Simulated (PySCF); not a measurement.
# C5H10ClFSi: field gradients at the nuclei

Aim: the electric field gradients and quadrupole couplings of C5H10ClFSi at several levels. Each job file holds the settings and the coordinates that a driver script hands to the program.

Computed with PySCF 2.14.0, density-fitted response routines (the levels named in each step, unless a step's input says otherwise).

**1. The starting structure**

Bond lengths (14 of 18 bonds, heavy atoms first): F1–Si2 1.625 Å, Si2–C3 1.906 Å, C3–Cl4 1.786 Å, Si2–C5 1.896 Å, C5–C6 1.535 Å, C6–C7 1.528 Å, Si2–C8 1.899 Å, C7–C8 1.534 Å, C3–H9 1.087 Å, C3–H10 1.086 Å, C5–H11 1.090 Å, C5–H12 1.088 Å, C6–H13 1.091 Å, C6–H14 1.091 Å. Angles (14 of 36 angles, heavy atoms first): F1–Si2–C3 105.5°, F1–Si2–C5 112.2°, F1–Si2–C8 110.6°, C3–Si2–C5 117.2°, C3–Si2–C8 116.4°, C5–Si2–C8 94.9°, Si2–C3–Cl4 109.4°, Si2–C5–C6 103.7°, C5–C6–C7 108.6°, C6–C7–C8 108.3°, Si2–C8–C7 103.6°, Si2–C3–H9 111.9°, Si2–C3–H10 113.3°, Cl4–C3–H9 106.6°.

Structure file:

```xyz
18

F    -0.1252    0.3998    1.8855
Si   -0.2355    0.3017    0.2669
C     1.4856    0.7922   -0.3903
Cl    2.6605   -0.4950    0.0016
C    -0.9401   -1.3637   -0.3045
C    -2.4000   -1.0408   -0.6518
C    -2.4537    0.3493   -1.2840
C    -1.7051    1.3241   -0.3667
H     1.8539    1.7010    0.0785
H     1.5137    0.9205   -1.4688
H    -0.4246   -1.7363   -1.1892
H    -0.8862   -2.1484    0.4468
H    -2.8247   -1.7906   -1.3205
H    -2.9929   -1.0337    0.2644
H    -3.4852    0.6665   -1.4440
H    -1.9578    0.3167   -2.2563
H    -1.4565    2.2406   -0.8966
H    -2.3447    1.6023    0.4707
```

**2. Geometry, PBE0-D3(BJ)/def2-SVP**

job.txt reads:

```
{"job": {"xc": "PBE0", "basis": "def2-SVP", "d3": "d3bj", "grid": 2, "kind": "geom"}, "charge": 0, "multiplicity": 1}
F     -0.125170     0.399800     1.885470
Si    -0.235480     0.301690     0.266870
C      1.485570     0.792240    -0.390330
Cl     2.660500    -0.494970     0.001600
C     -0.940070    -1.363660    -0.304480
C     -2.399980    -1.040760    -0.651830
C     -2.453650     0.349290    -1.283960
C     -1.705100     1.324080    -0.366700
H      1.853950     1.701040     0.078520
H      1.513710     0.920460    -1.468770
H     -0.424620    -1.736310    -1.189240
H     -0.886180    -2.148450     0.446810
H     -2.824700    -1.790590    -1.320550
H     -2.992880    -1.033720     0.264420
H     -3.485190     0.666510    -1.443980
H     -1.957770     0.316670    -2.256280
H     -1.456540     2.240600    -0.896580
H     -2.344670     1.602260     0.470700
```

What it wrote:

```text
step   0  E = -1045.12815053  max force = 0.011308
step   1  E = -1045.13089938  max force = 0.002605
step   2  E = -1045.13105648  max force = 0.001009
step   3  E = -1045.13111673  max force = 0.001082
step   4  E = -1045.13113735  max force = 0.000745
step   5  E = -1045.13114902  max force = 0.000335
optimisation converged
```

Wall time 1.8 min (8 threads of Arm Neoverse N1, shared host); peak memory 0.97 GiB.

It ended at:

```xyz
18

F    -0.1517    0.4373    1.9139
Si   -0.2645    0.3158    0.2879
C     1.4265    0.7573   -0.4077
Cl    2.5866   -0.5706   -0.0822
C    -0.9118   -1.3524   -0.2687
C    -2.3707   -1.0483   -0.6479
C    -2.4398    0.3499   -1.2765
C    -1.6955    1.3458   -0.3684
H     1.8322    1.6792    0.0344
H     1.3762    0.8992   -1.4981
H    -0.3318   -1.6746   -1.1512
H    -0.8085   -2.1467    0.4847
H    -2.7932   -1.8099   -1.3229
H    -2.9954   -1.0611    0.2627
H    -3.4821    0.6572   -1.4594
H    -1.9503    0.3197   -2.2668
H    -1.4194    2.2773   -0.8847
H    -2.3250    1.6312    0.4927
```

**3. Field gradients, PBE0/def2-TZVPP**

job.txt reads:

```
{"job": {"kind": "efgt", "xc": "PBE0", "basis": "def2-TZVPP"}, "charge": 0, "multiplicity": 1}
F     -0.151669     0.437322     1.913850
Si    -0.264470     0.315765     0.287917
C      1.426482     0.757350    -0.407733
Cl     2.586575    -0.570623    -0.082154
C     -0.911811    -1.352431    -0.268680
C     -2.370741    -1.048342    -0.647940
C     -2.439779     0.349856    -1.276464
C     -1.695545     1.345809    -0.368407
H      1.832202     1.679195     0.034353
H      1.376195     0.899192    -1.498064
H     -0.331787    -1.674569    -1.151236
H     -0.808504    -2.146720     0.484683
H     -2.793245    -1.809888    -1.322916
H     -2.995385    -1.061145     0.262667
H     -3.482059     0.657162    -1.459401
H     -1.950329     0.319734    -2.266755
H     -1.419436     2.277274    -0.884717
H     -2.324966     1.631238     0.492686
```

What it wrote:

```text
coarse grid: 15968 points
cycle   1  E = -1045.6341969625  dE =  7.002e-01  |g| = 6.760e-01  |ddm| = 3.272e+00
cycle   2  E = -1045.5644671598  dE =  6.973e-02  |g| = 9.632e-01  |ddm| = 1.388e+00
cycle   3  E = -1045.7232550558  dE = -1.588e-01  |g| = 9.716e-02  |ddm| = 8.804e-01
cycle   4  E = -1045.7247385037  dE = -1.483e-03  |g| = 4.221e-02  |ddm| = 1.008e-01
cycle   5  E = -1045.7250916695  dE = -3.532e-04  |g| = 1.017e-02  |ddm| = 3.533e-02
cycle   6  E = -1045.7251152263  dE = -2.356e-05  |g| = 2.179e-03  |ddm| = 1.044e-02
cycle   7  E = -1045.7251161928  dE = -9.664e-07  |g| = 5.923e-04  |ddm| = 2.240e-03
final grid: 220992 points
cycle   8  E = -1045.7168925361  dE = -9.391e-05  |g| = 8.590e-03  |ddm| = 9.985e-02
cycle   9  E = -1045.7168862164  dE =  6.320e-06  |g| = 9.769e-03  |ddm| = 1.472e-02
cycle  10  E = -1045.7169090488  dE = -2.283e-05  |g| = 1.038e-03  |ddm| = 7.835e-03
cycle  11  E = -1045.7169092716  dE = -2.227e-07  |g| = 2.767e-04  |ddm| = 1.113e-03
cycle  12  E = -1045.7169092854  dE = -1.381e-08  |g| = 1.212e-04  |ddm| = 2.843e-04
cycle  13  E = -1045.7169092877  dE = -2.269e-09  |g| = 2.671e-05  |ddm| = 9.564e-05
cycle  14  E = -1045.7169092878  dE = -1.392e-10  |g| = 4.137e-06  |ddm| = 2.813e-05
converged SCF energy = -1045.7169092878

Field-gradient tensors (au): xx yy zz xy xz yz
  0 F    -0.58316   -0.56779    1.15096    0.01485    0.09819    0.13732
  1 Si   -0.33283   -0.32723    0.66007   -0.04081   -0.05814    0.01871
  2 C    -0.00852    0.17396   -0.16544   -0.35685    0.13360   -0.07344
  3 Cl    0.57595    1.28659   -1.86254   -2.91960    0.69172   -0.79607
  4 C     0.07263   -0.07834    0.00571   -0.04197   -0.01020   -0.03165
  5 C     0.04376   -0.00503   -0.03873   -0.01902    0.02597   -0.03389
  6 C    -0.03158    0.03010    0.00149    0.04080    0.03126    0.02315
  7 C    -0.04323    0.00674    0.03649    0.06993   -0.01261    0.04647
  8 H    -0.08012    0.15474   -0.07462    0.12037    0.06900    0.13819
  9 H    -0.13927   -0.12699    0.26626   -0.01217    0.02031   -0.05002
 10 H    -0.02407   -0.10669    0.13076   -0.06522   -0.17031    0.09375
 11 H    -0.13132    0.07540    0.05591   -0.02985    0.02293   -0.21129
 12 H    -0.07767    0.05921    0.01846    0.10585    0.09633    0.17383
 13 H    -0.00538   -0.13462    0.13999    0.00068   -0.18686   -0.00344
 14 H     0.22971   -0.10278   -0.12693   -0.10793    0.06225   -0.01771
 15 H    -0.05394   -0.13297    0.18691   -0.00360   -0.16087    0.01104
 16 H    -0.11898    0.16051   -0.04153    0.09299   -0.05086   -0.16523
 17 H    -0.00269   -0.10787    0.11055   -0.05496   -0.18510    0.08447
```

It took 72 s on 8 threads of Arm Neoverse N1, shared host; peak memory 2.7 GiB.

**4. Field gradients, PBE/def2-TZVPP**

Changes to job.txt since step 3:

```diff
@@ -1,2 +1,2 @@
-{"job": {"kind": "efgt", "xc": "PBE0", "basis": "def2-TZVPP"}, "charge": 0, "multiplicity": 1}
+{"job": {"kind": "efgt", "xc": "PBE", "basis": "def2-TZVPP"}, "charge": 0, "multiplicity": 1}
 F     -0.151669     0.437322     1.913850
```

What it wrote:

```text
coarse grid: 15968 points
cycle   1  E = -1045.4632920901  dE =  5.516e-01  |g| = 8.621e-01  |ddm| = 3.365e+00
cycle   2  E = -1045.1248586219  dE =  3.384e-01  |g| = 1.575e+00  |ddm| = 2.867e+00
cycle   3  E = -1045.6183449019  dE = -4.935e-01  |g| = 1.908e-01  |ddm| = 2.195e+00
cycle   4  E = -1045.6243957378  dE = -6.051e-03  |g| = 8.065e-02  |ddm| = 2.292e-01
cycle   5  E = -1045.6254775975  dE = -1.082e-03  |g| = 2.846e-02  |ddm| = 7.584e-02
cycle   6  E = -1045.6256644587  dE = -1.869e-04  |g| = 5.983e-03  |ddm| = 2.990e-02
cycle   7  E = -1045.6256718054  dE = -7.347e-06  |g| = 1.683e-03  |ddm| = 6.724e-03
final grid: 220992 points
cycle   8  E = -1045.6153695942  dE = -1.338e-04  |g| = 1.385e-02  |ddm| = 1.344e-01
cycle   9  E = -1045.6152936150  dE =  7.598e-05  |g| = 2.185e-02  |ddm| = 2.938e-02
cycle  10  E = -1045.6154124345  dE = -1.188e-04  |g| = 3.004e-03  |ddm| = 1.917e-02
cycle  11  E = -1045.6154142502  dE = -1.816e-06  |g| = 8.548e-04  |ddm| = 3.115e-03
cycle  12  E = -1045.6154143580  dE = -1.078e-07  |g| = 2.933e-04  |ddm| = 8.195e-04
cycle  13  E = -1045.6154143731  dE = -1.507e-08  |g| = 6.322e-05  |ddm| = 3.185e-04
cycle  14  E = -1045.6154143740  dE = -9.127e-10  |g| = 1.104e-05  |ddm| = 7.460e-05
converged SCF energy = -1045.6154143740

Field-gradient tensors (au): xx yy zz xy xz yz
  0 F    -0.56456   -0.55117    1.11573    0.01562    0.09545    0.13494
  1 Si   -0.31953   -0.32353    0.64305   -0.03934   -0.05149    0.02132
  2 C    -0.00755    0.16761   -0.16006   -0.34604    0.12957   -0.07027
  3 Cl    0.57664    1.27715   -1.85379   -2.89849    0.68500   -0.79254
  4 C     0.07325   -0.07813    0.00488   -0.04285   -0.00940   -0.03204
  5 C     0.04400   -0.00399   -0.04001   -0.01777    0.02687   -0.03425
  6 C    -0.03149    0.03073    0.00076    0.04070    0.03336    0.02213
  7 C    -0.04299    0.00714    0.03584    0.07034   -0.01194    0.04807
  8 H    -0.08001    0.15407   -0.07406    0.12024    0.06862    0.13785
  9 H    -0.13880   -0.12665    0.26545   -0.01178    0.02024   -0.04981
 10 H    -0.02395   -0.10600    0.12995   -0.06488   -0.16939    0.09325
 11 H    -0.13083    0.07498    0.05584   -0.02979    0.02289   -0.21017
 12 H    -0.07733    0.05887    0.01845    0.10533    0.09570    0.17299
 13 H    -0.00534   -0.13383    0.13916    0.00070   -0.18584   -0.00344
 14 H     0.22857   -0.10235   -0.12622   -0.10745    0.06180   -0.01761
 15 H    -0.05370   -0.13215    0.18585   -0.00363   -0.15986    0.01099
 16 H    -0.11828    0.15966   -0.04138    0.09245   -0.05071   -0.16434
 17 H    -0.00273   -0.10735    0.11008   -0.05470   -0.18405    0.08400
```

Run time: 47 s. Hardware: 8 threads of Arm Neoverse N1, shared host; peak memory 2.7 GiB.

**5. Field gradients, B3LYP/def2-TZVPP**

Changes to job.txt since step 4:

```diff
@@ -1,2 +1,2 @@
-{"job": {"kind": "efgt", "xc": "PBE", "basis": "def2-TZVPP"}, "charge": 0, "multiplicity": 1}
+{"job": {"kind": "efgt", "xc": "B3LYP", "basis": "def2-TZVPP"}, "charge": 0, "multiplicity": 1}
 F     -0.151669     0.437322     1.913850
```

What it wrote:

```text
coarse grid: 15968 points
cycle   1  E = -1046.2578241372  dE =  6.640e-01  |g| = 7.564e-01  |ddm| = 3.272e+00
cycle   2  E = -1046.1386347616  dE =  1.192e-01  |g| = 1.150e+00  |ddm| = 1.709e+00
cycle   3  E = -1046.3696016880  dE = -2.310e-01  |g| = 1.247e-01  |ddm| = 1.139e+00
cycle   4  E = -1046.3720936211  dE = -2.492e-03  |g| = 5.017e-02  |ddm| = 1.293e-01
cycle   5  E = -1046.3725670462  dE = -4.734e-04  |g| = 1.383e-02  |ddm| = 4.250e-02
cycle   6  E = -1046.3726109513  dE = -4.391e-05  |g| = 2.790e-03  |ddm| = 1.440e-02
cycle   7  E = -1046.3726125025  dE = -1.551e-06  |g| = 7.360e-04  |ddm| = 2.908e-03
final grid: 220992 points
cycle   8  E = -1046.3630704645  dE = -8.765e-05  |g| = 6.344e-03  |ddm| = 1.037e-01
cycle   9  E = -1046.3630627120  dE =  7.753e-06  |g| = 8.308e-03  |ddm| = 1.151e-02
cycle  10  E = -1046.3630795385  dE = -1.683e-05  |g| = 9.344e-04  |ddm| = 6.644e-03
cycle  11  E = -1046.3630796948  dE = -1.563e-07  |g| = 4.122e-04  |ddm| = 9.919e-04
cycle  12  E = -1046.3630797205  dE = -2.568e-08  |g| = 1.091e-04  |ddm| = 3.397e-04
cycle  13  E = -1046.3630797225  dE = -2.031e-09  |g| = 2.365e-05  |ddm| = 1.024e-04
cycle  14  E = -1046.3630797226  dE = -1.023e-10  |g| = 4.741e-06  |ddm| = 2.646e-05
converged SCF energy = -1046.3630797226

Field-gradient tensors (au): xx yy zz xy xz yz
  0 F    -0.57422   -0.55755    1.13177    0.01623    0.09606    0.13620
  1 Si   -0.33752   -0.34059    0.67810   -0.03893   -0.05764    0.02063
  2 C    -0.01736    0.18136   -0.16400   -0.36858    0.14309   -0.07191
  3 Cl    0.56751    1.30444   -1.87195   -2.94336    0.69904   -0.80581
  4 C     0.07226   -0.08595    0.01369   -0.04806   -0.01531   -0.03711
  5 C     0.04097   -0.00700   -0.03397   -0.01653    0.02236   -0.03037
  6 C    -0.02820    0.02380    0.00440    0.03822    0.02749    0.02288
  7 C    -0.04954    0.00807    0.04147    0.07699   -0.02146    0.04758
  8 H    -0.07810    0.15074   -0.07264    0.11733    0.06745    0.13503
  9 H    -0.13573   -0.12403    0.25977   -0.01191    0.02003   -0.04842
 10 H    -0.02348   -0.10426    0.12774   -0.06343   -0.16626    0.09108
 11 H    -0.12824    0.07341    0.05483   -0.02911    0.02228   -0.20638
 12 H    -0.07602    0.05777    0.01826    0.10327    0.09403    0.16982
 13 H    -0.00550   -0.13130    0.13680    0.00065   -0.18221   -0.00308
 14 H     0.22441   -0.10039   -0.12402   -0.10540    0.06057   -0.01727
 15 H    -0.05220   -0.12985    0.18205   -0.00363   -0.15713    0.01077
 16 H    -0.11611    0.15652   -0.04041    0.09103   -0.04991   -0.16140
 17 H    -0.00274   -0.10521    0.10795   -0.05342   -0.18071    0.08219
```

Wall time 72 s (8 threads of Arm Neoverse N1, shared host); peak memory 2.7 GiB.

**6. Field gradients, CAM-B3LYP/def2-TZVPP**

Changes to job.txt since step 5:

```diff
@@ -1,2 +1,2 @@
-{"job": {"kind": "efgt", "xc": "B3LYP", "basis": "def2-TZVPP"}, "charge": 0, "multiplicity": 1}
+{"job": {"kind": "efgt", "xc": "CAM-B3LYP", "basis": "def2-TZVPP"}, "charge": 0, "multiplicity": 1}
 F     -0.151669     0.437322     1.913850
```

What it wrote:

```text
coarse grid: 15968 points
cycle   1  E = -1046.1268294642  dE =  8.863e-01  |g| = 6.697e-01  |ddm| = 3.190e+00
cycle   2  E = -1046.1031981533  dE =  2.363e-02  |g| = 8.554e-01  |ddm| = 1.099e+00
cycle   3  E = -1046.2137741297  dE = -1.106e-01  |g| = 7.636e-02  |ddm| = 6.274e-01
cycle   4  E = -1046.2146651589  dE = -8.910e-04  |g| = 3.844e-02  |ddm| = 8.358e-02
cycle   5  E = -1046.2149659556  dE = -3.008e-04  |g| = 7.571e-03  |ddm| = 3.255e-02
cycle   6  E = -1046.2149787700  dE = -1.281e-05  |g| = 2.313e-03  |ddm| = 7.946e-03
cycle   7  E = -1046.2149800661  dE = -1.296e-06  |g| = 5.994e-04  |ddm| = 2.528e-03
final grid: 220992 points
cycle   8  E = -1046.2061662614  dE = -6.403e-05  |g| = 4.692e-03  |ddm| = 7.679e-02
cycle   9  E = -1046.2061664993  dE = -2.380e-07  |g| = 4.419e-03  |ddm| = 8.192e-03
cycle  10  E = -1046.2061709404  dE = -4.441e-06  |g| = 4.706e-04  |ddm| = 3.211e-03
cycle  11  E = -1046.2061709782  dE = -3.784e-08  |g| = 2.718e-04  |ddm| = 5.990e-04
cycle  12  E = -1046.2061709892  dE = -1.104e-08  |g| = 6.173e-05  |ddm| = 2.255e-04
cycle  13  E = -1046.2061709899  dE = -6.698e-10  |g| = 1.230e-05  |ddm| = 6.346e-05
converged SCF energy = -1046.2061709899

Field-gradient tensors (au): xx yy zz xy xz yz
  0 F    -0.57016   -0.55391    1.12407    0.01527    0.09435    0.13505
  1 Si   -0.35379   -0.34497    0.69876   -0.04003   -0.06173    0.01924
  2 C    -0.01983    0.18525   -0.16542   -0.37291    0.14498   -0.07405
  3 Cl    0.56385    1.31679   -1.88064   -2.95994    0.70523   -0.81145
  4 C     0.07358   -0.08730    0.01371   -0.04850   -0.01533   -0.03712
  5 C     0.04133   -0.00668   -0.03464   -0.01834    0.02261   -0.03174
  6 C    -0.02997    0.02575    0.00421    0.03910    0.02698    0.02335
  7 C    -0.05135    0.00858    0.04277    0.07806   -0.02097    0.04768
  8 H    -0.07842    0.15165   -0.07324    0.11772    0.06767    0.13548
  9 H    -0.13632   -0.12449    0.26081   -0.01213    0.02016   -0.04888
 10 H    -0.02361   -0.10477    0.12838   -0.06372   -0.16701    0.09171
 11 H    -0.12878    0.07394    0.05484   -0.02911    0.02235   -0.20737
 12 H    -0.07631    0.05804    0.01827    0.10374    0.09463    0.17061
 13 H    -0.00548   -0.13200    0.13749    0.00058   -0.18317   -0.00315
 14 H     0.22551   -0.10081   -0.12470   -0.10581    0.06098   -0.01732
 15 H    -0.05254   -0.13050    0.18304   -0.00359   -0.15799    0.01087
 16 H    -0.11670    0.15729   -0.04059    0.09141   -0.04996   -0.16223
 17 H    -0.00248   -0.10573    0.10820   -0.05379   -0.18158    0.08264
```

Wall time 84 s (8 threads of Arm Neoverse N1, shared host); peak memory 3 GiB.

**7. Field gradients, HF/def2-TZVPP**

Changes to job.txt since step 6:

```diff
@@ -1,2 +1,2 @@
-{"job": {"kind": "efgt", "xc": "CAM-B3LYP", "basis": "def2-TZVPP"}, "charge": 0, "multiplicity": 1}
+{"job": {"kind": "efgt", "xc": "HF", "basis": "def2-TZVPP"}, "charge": 0, "multiplicity": 1}
 F     -0.151669     0.437322     1.913850
```

What it wrote:

```text
final grid: 220992 points
cycle   1  E = -1043.1340040581  dE =  1.342e+00  |g| = 6.704e-01  |ddm| = 3.110e+00
cycle   2  E = -1043.2337833627  dE = -9.978e-02  |g| = 4.049e-01  |ddm| = 7.918e-01
cycle   3  E = -1043.2620943505  dE = -2.831e-02  |g| = 7.653e-02  |ddm| = 2.688e-01
cycle   4  E = -1043.2642250161  dE = -2.131e-03  |g| = 1.400e-02  |ddm| = 1.172e-01
cycle   5  E = -1043.2643015170  dE = -7.650e-05  |g| = 5.591e-03  |ddm| = 2.266e-02
cycle   6  E = -1043.2643132247  dE = -1.171e-05  |g| = 1.606e-03  |ddm| = 8.053e-03
cycle   7  E = -1043.2643150643  dE = -1.840e-06  |g| = 5.067e-04  |ddm| = 3.926e-03
cycle   8  E = -1043.2643152595  dE = -1.952e-07  |g| = 1.565e-04  |ddm| = 1.239e-03
cycle   9  E = -1043.2643152743  dE = -1.482e-08  |g| = 4.702e-05  |ddm| = 3.330e-04
cycle  10  E = -1043.2643152759  dE = -1.588e-09  |g| = 1.479e-05  |ddm| = 1.189e-04
cycle  11  E = -1043.2643152760  dE = -1.405e-10  |g| = 5.211e-06  |ddm| = 3.491e-05
converged SCF energy = -1043.2643152760

Field-gradient tensors (au): xx yy zz xy xz yz
  0 F    -0.60232   -0.58180    1.18413    0.01601    0.10018    0.13892
  1 Si   -0.36570   -0.34885    0.71455   -0.04363   -0.07092    0.01568
  2 C    -0.03071    0.19818   -0.16746   -0.39087    0.15804   -0.07462
  3 Cl    0.53859    1.28975   -1.82834   -2.89559    0.69125   -0.79233
  4 C     0.06031   -0.08698    0.02666   -0.05177   -0.02600   -0.04198
  5 C     0.03459   -0.01407   -0.02051   -0.01238    0.01308   -0.01920
  6 C    -0.01815    0.00677    0.01138    0.03123    0.01586    0.02480
  7 C    -0.05605    0.01007    0.04598    0.07693   -0.03738    0.03924
  8 H    -0.07993    0.15527   -0.07534    0.11982    0.06963    0.13840
  9 H    -0.13944   -0.12717    0.26661   -0.01311    0.02069   -0.04986
 10 H    -0.02420   -0.10806    0.13226   -0.06555   -0.17194    0.09396
 11 H    -0.13209    0.07598    0.05611   -0.02993    0.02276   -0.21325
 12 H    -0.07836    0.05973    0.01864    0.10681    0.09744    0.17527
 13 H    -0.00584   -0.13590    0.14174    0.00076   -0.18851   -0.00301
 14 H     0.23177   -0.10360   -0.12817   -0.10871    0.06295   -0.01792
 15 H    -0.05369   -0.13474    0.18843   -0.00376   -0.16289    0.01107
 16 H    -0.12028    0.16190   -0.04162    0.09411   -0.05141   -0.16687
 17 H    -0.00287   -0.10847    0.11135   -0.05514   -0.18700    0.08496
```

It took 30 s on 8 threads of Arm Neoverse N1, shared host; peak memory 3 GiB.

**8. The levels side by side**

Largest principal value Vzz, in atomic units:

| atom | PBE0/def2-TZVPP | PBE/def2-TZVPP | B3LYP/def2-TZVPP | CAM-B3LYP/def2-TZVPP | HF/def2-TZVPP |
| --- | --- | --- | --- | --- | --- |
| F1 | 1.1675 | 1.1321 | 1.1481 | 1.1402 | 1.2007 |
| Si2 | 0.6639 | 0.6464 | 0.6819 | 0.7028 | 0.7195 |
| C3 | 0.4815 | 0.4663 | 0.4955 | 0.5020 | 0.5258 |
| Cl4 | 4.0602 | 4.0329 | 4.0931 | 4.1168 | 4.0230 |
| C5 | -0.0997 | -0.1000 | -0.1121 | -0.1133 | -0.1191 |
| C6 | 0.0636 | 0.0636 | 0.0571 | 0.0591 | 0.0426 |
| C7 | 0.0689 | 0.0692 | 0.0632 | 0.0646 | 0.0502 |
| C8 | -0.1028 | -0.1032 | -0.1160 | -0.1176 | -0.1233 |
| H9 | 0.2737 | 0.2729 | 0.2670 | 0.2682 | 0.2740 |
| H10 | 0.2737 | 0.2728 | 0.2669 | 0.2681 | 0.2740 |
| H11 | 0.2746 | 0.2731 | 0.2678 | 0.2692 | 0.2770 |
| H12 | 0.2806 | 0.2792 | 0.2740 | 0.2753 | 0.2829 |
| H13 | 0.2724 | 0.2710 | 0.2660 | 0.2673 | 0.2748 |
| H14 | 0.2678 | 0.2663 | 0.2613 | 0.2626 | 0.2704 |
| H15 | 0.2722 | 0.2708 | 0.2658 | 0.2671 | 0.2746 |
| H16 | 0.2678 | 0.2662 | 0.2612 | 0.2626 | 0.2706 |
| CPU time | 92 s | 2.1 min | 93 s | 1.9 min | 42 s |

Couplings eQVzz/h in MHz (234.9647 × Q in barn × Vzz), with Q = -0.08112 (35Cl), 0.00285783 (2H):

```csv
nucleus,PBE0/def2-TZVPP,PBE/def2-TZVPP,B3LYP/def2-TZVPP,CAM-B3LYP/def2-TZVPP,HF/def2-TZVPP
35Cl (atom 4),-77.389,-76.868,-78.015,-78.468,-76.679
2H (atom 9),0.184,0.183,0.179,0.180,0.184
2H (atom 10),0.184,0.183,0.179,0.180,0.184
2H (atom 11),0.184,0.183,0.180,0.181,0.186
2H (atom 12),0.188,0.187,0.184,0.185,0.190
2H (atom 13),0.183,0.182,0.179,0.179,0.185
2H (atom 14),0.180,0.179,0.175,0.176,0.182
2H (atom 15),0.183,0.182,0.178,0.179,0.184
2H (atom 16),0.180,0.179,0.175,0.176,0.182
2H (atom 17),0.189,0.188,0.184,0.185,0.191
```

**9. What came out**

| quantity | value |
| --- | --- |
| coupling of 35Cl (atom 4), PBE0/def2-TZVPP | -77.389 MHz |
| coupling of 2H (atom 9), PBE0/def2-TZVPP | 0.184 MHz |
| coupling of 2H (atom 10), PBE0/def2-TZVPP | 0.184 MHz |
| coupling of 2H (atom 11), PBE0/def2-TZVPP | 0.184 MHz |
| coupling of 2H (atom 12), PBE0/def2-TZVPP | 0.188 MHz |

What this shows: The largest coupling, that of 35Cl, runs from -78.468 (CAM-B3LYP/def2-TZVPP) to -76.679 MHz (HF/def2-TZVPP). The gradients are non-relativistic, at the equilibrium geometry and in principal axes; measured couplings hold vibrational averaging and refer to the inertial axes. The def2 sets are stiff near the nuclei, which limits their accuracy.
